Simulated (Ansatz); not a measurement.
# KMgF3: the cost of one run

Method: DFT PBEsol, scalar-relativistic, plane waves, PAW, in Ansatz 0.2.0.

1 further run of the same task is left out (set aside as unsound or not needed).

## (1) The starting structure

Symmetry: Pm-3m, No. 221, cubic system. The conventional cell has a = 3.991 Å, b = 3.991 Å, c = 3.991 Å, α = 90.00°, β = 90.00°, γ = 90.00°. K (site symmetry m-3m) has 12 F at 2.82 Å in its first shell of neighbours. Mg (site symmetry m-3m) has 6 F at 2.00 Å in its first shell of neighbours. F (site symmetry 4/mmm) has 2 Mg at 2.00 Å and 4 K at 2.82 Å in its first shell of neighbours.

Structure file:

```cif
data_structure
_symmetry_space_group_name_H-M 'Pm-3m'
_symmetry_Int_Tables_number 221
_cell_length_a 3.9909
_cell_length_b 3.9909
_cell_length_c 3.9909
_cell_angle_alpha 90.000
_cell_angle_beta 90.000
_cell_angle_gamma 90.000
_cell_volume 63.56
loop_
_atom_site_label
_atom_site_type_symbol
_atom_site_symmetry_multiplicity
_atom_site_Wyckoff_symbol
_atom_site_fract_x
_atom_site_fract_y
_atom_site_fract_z
_atom_site_occupancy
K1 K 1 b 0.50000 0.50000 0.50000 1
Mg1 Mg 1 a 0.00000 0.00000 0.00000 1
F1 F 3 d 0.50000 0.00000 0.00000 1
```

It is the result of an earlier relaxation at this level (volume 12.71 Å³/atom; gap on the mesh: 7.12 eV).

## (2) Bands, states and charges

input.yaml

```yaml
crystal:
  lattice:
    - [3.9908822799, 0.0, 0.0]
    - [0.0, 3.9908822799, 0.0]
    - [0.0, 0.0, 3.9908822799]
  atoms:
    - { symbol: K, position: [0.5, 0.5, 0.5] }
    - { symbol: Mg, position: [0.0, 0.0, 0.0] }
    - { symbol: F, position: [0.5, 0.0, 0.0] }
    - { symbol: F, position: [0.0, 0.5, 0.0] }
    - { symbol: F, position: [0.0, 0.0, 0.5] }
basis:
  ecutwfc: 420
kpoints:
  mp_grid: { grid: [6, 6, 6] }
  band_path:
    path:
      - [[0.0, 0.0, 0.0], [0.0, 0.5, 0.0], [0.5, 0.5, 0.0], [0.0, 0.0, 0.0], [0.5, 0.5, 0.5], [0.0, 0.5, 0.0]]
      - [[0.5, 0.5, 0.5], [0.5, 0.5, 0.0]]
    npoints: 14
hamiltonian:
  xc: pbesol
scf:
  occupations: { method: gaussian, width: 0.02 }
  n_extra_bands: 12
output:
  forces: true
  stress: true
  eigenvalues: true
  populations: true
  dos: { projected: true, de: 0.02, nscf_kmesh: { grid: [9, 9, 9] } }
  bader: true
  write_density: true
  write_potential: true
  elf: true
  volumetric_format: npy
```

Launch:

```
$ ansatz run input.yaml --threads 2 --pin off --max-ram 5120MiB --backend cpu --events-out ev --progress --plain --runs-dir out
```

What time and memory should one allow on 2 threads of Arm Neoverse V1, shared host?

About 14 s, with a peak of 0.35 GiB.
